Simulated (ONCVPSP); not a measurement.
# Pseudopotential generation for arsenic: ONCV, PBE

Do these settings give a usable potential? It is generated, then checked for transferability, scattering, ghosts and hardness.

Method: ONCVPSP 4.0.1, PBE, scalar-relativistic.

### 1 Settings

Typed settings, in words:

```json
{
 "element": "arsenic (As, Z = 33)",
 "type": "optimised norm-conserving Vanderbilt (ONCV)",
 "frozen core": "[Ar] 3d10",
 "valence charge": "5",
 "reference configuration": "4s2 4p3",
 "partial waves": "4s: rc 1.50 bohr, ncon 5, nbas 9, qcut 5.5 1/bohr, 2 projectors, debl 2.4 Ha; 4p: rc 1.65 bohr, ncon 5, nbas 8, qcut 5 1/bohr, 2 projectors, debl 3 Ha",
 "local potential": "polynomial inside 1.15 bohr (lpopt 5, dvloc0 4 Ha)",
 "core correction": "Teter function fitted to the true core (icmod 2), fcfact 0.3"
}
```

An earlier all-electron run gives the scale for the radii.

All-electron outer shells of the reference configuration (PBE, scalar-relativistic, ld1.x):

```csv
shell,level (eV),outermost node (bohr),outermost maximum (bohr)
3p,-133.68,0.22,0.52
3d,-40.65,–,0.47
4s,-14.49,0.73,1.61
4p,-5.19,0.78,2.00
```

### 2 Generation

As.dat

```
# ATOM AND REFERENCE CONFIGURATION
# atsym  z   nc   nv     iexc    psfile
  As 33.00    6    2        4      upf
#
#   n    l    f
    1    0    2.00
    2    0    2.00
    2    1    6.00
    3    0    2.00
    3    1    6.00
    3    2   10.00
    4    0    2.00
    4    1    3.00
#
# PSEUDOPOTENTIAL AND OPTIMIZATION
# lmax
    1
#
#   l,   rc,      ep,       ncon, nbas, qcut
    0    1.50    0.00    5    9    5.50
    1    1.65    0.00    5    8    5.00
#
# LOCAL POTENTIAL
# lloc, lpopt,  rc(5),   dvloc0
    4    5    1.15    4.00
#
# VANDERBILT-KLEINMAN-BYLANDER PROJECTORs
# l, nproj, debl
    0    2    2.40
    1    2    3.00
#
# MODEL CORE CHARGE
# icmod, fcfact, rcfact
    2    0.30    0.80
#
# LOG DERIVATIVE ANALYSIS
# epsh1, epsh2, depsh
   -2.00    5.00    0.02
#
# OUTPUT GRID
# rlmax, drl
    6.00    0.01
#
# TEST CONFIGURATIONS
# ncnf
    4
# nvcnf
#   n    l    f
    2
    4    0    2.00
    4    1    2.00
#
    2
    4    0    2.00
    4    1    1.00
#
    2
    4    0    2.00
    4    1    0.00
#
    2
    4    0    1.00
    4    1    4.00
#
```

The run is started by

```
$ oncvpsp.x < As.dat > As.out
```

What does the calculation give? Wanted: cutoffs for 1 and 0.1 mHa per electron, occupied waves; bound ghosts; GHOST(+) flags; largest test error; largest phase difference near zero energy, channels read; rms error of d²Exc/dn², without and with the model core.

As calculated:

| quantity | value |
| --- | --- |
| cutoffs for 1 and 0.1 mHa per electron, occupied waves | 10 Ha and 83 Ha |
| bound ghosts | s at -206.99 eV |
| GHOST(+) flags | none at low energy |
| largest test error (AE − PS) | -54 meV, for 4s2 4p0 |
| largest phase difference near zero energy, channels read | 0.001 rad |
| rms error of d²Exc/dn², without and with the model core | 4.72 and 0.57 mHa |

In words: It has a bound ghost (s), a state that the atom doesn't have, and that rules the file out. By total energies transferability is fair: the largest error is 54 meV on 54.8 eV, for 4s2 4p0. That test lies far up in energy; among those under 40 eV, nearer to bonding, the largest error is 11 meV. By its cutoff, 10 Ha for the looser tolerance, it is soft on the atom at that tolerance. The tighter tolerance needs 83 Ha, and converged work needs a cutoff nearer that. At the looser tolerance the 4s wave is the slowest; 4p needs 8 Ha. Near zero energy the phases of the channels with partial waves agree within 0.001 rad. These are tests on the free atom; a crystal test is still owed.
